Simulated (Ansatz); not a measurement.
# PbAu2: the cost of one run

Method: DFT, r2SCAN, no spin polarisation, plane waves, PAW, in Ansatz 0.2.0.

### 1 Geometry

Symmetry: Fd-3m, No. 227, cubic system. The conventional cell has a = 7.969 Å, b = 7.969 Å, c = 7.969 Å, α = 90.00°, β = 90.00°, γ = 90.00°. Around Pb (site symmetry -43m) lie 12 Au at 3.30 Å and 4 Pb at 3.45 Å. Au (site symmetry -3m) has 6 Au at 2.82 Å as nearest neighbours.

Its coordinates follow in the input file.

The first density is read from a saved solution for the starting cell.

### 2 Relaxing

File input.yaml:

```yaml
crystal:
  lattice:
    - [0.0, 3.98429912, 3.98429912]
    - [3.98429912, 0.0, 3.98429912]
    - [3.98429912, 3.98429912, 0.0]
  atoms:
    - { symbol: Pb, position: [0.0, 0.0, 0.0] }
    - { symbol: Pb, position: [0.25, 0.25, 0.25] }
    - { symbol: Au, position: [0.625, 0.625, 0.625] }
    - { symbol: Au, position: [0.125, 0.625, 0.625] }
    - { symbol: Au, position: [0.625, 0.625, 0.125] }
    - { symbol: Au, position: [0.625, 0.125, 0.625] }
  symmetry: { tolerance: 0.0003 }
kpoints:
  mp_grid: { grid: [7, 7, 7], shift: [0, 0, 0] }
magnetization:
  spin_polarized: false
scf:
  occupations: { method: fermi_dirac }
  lower_state_search: "off"
hamiltonian:
  pseudopotentials: { kind: paw }
  xc: r2scan
basis:
  ecutwfc: 500
  fft_grid_basis: typed
relax:
  max_steps: 80
  cell: { p_target: 0.0 }
output:
  forces: true
  stress: true
  eigenvalues: true
  bader: true
  populations: true
  elf: true
  write_potential: true
  volumetric_format: npy
  dos:
    e_range: [-12, 8]
    de: 0.05
    projected: { site_lists: { Au: [Au], Pb: [Pb] } }
checkpoint:
  read: saved_state
```

The run is started by

```sh
> ansatz run input.yaml --threads 2 --pin off --max-ram 3584MiB --backend cpu --events-out ev --progress --plain --runs-dir out
```

What time and memory should one allow on 2 threads of AMD EPYC 9R14 (Zen 4), shared host?

About 49 s, with a peak of 1 GiB.
